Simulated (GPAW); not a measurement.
Sn3Se:

```
Sn Se
1.0
     0.00000    3.73314    3.73314
     3.73314    0.00000    3.73314
     3.73314    3.73314    0.00000
Sn Se
3 1
Direct
  0.50000 0.50000 0.50000
  0.75000 0.75000 0.75000
  0.25000 0.25000 0.25000
  0.00000 0.00000 0.00000
```

The cell comes from a database or a generator and needn't be the stable form of this composition.

Base run:

| Property | Result |
| --- | --- |
| Program | GPAW 26.7.0 |
| Functional | PBEsol |
| Potentials or basis | PAW data sets generated in the run's folder for this functional |
| Cutoff | 600 eV |
| Basis | pw |
| k mesh | 6 × 6 × 6 |
| Occupations | fermi-dirac, width 0.05 eV |
| Spin | no spin polarisation |

Its results: pressure -3.4 GPa.

Task: The run is repeated on the same cell with these changes: functional from PBEsol to r2SCAN; potentials or basis from PAW data sets generated in the run's folder for this functional to GPAW PAW data sets (gpaw-data 1.2.1). What comes out?

Result: Pressure -1.4 GPa.

Caveats: the PAW data sets were made with another functional, which shifts forces and pressure a little (some runs).
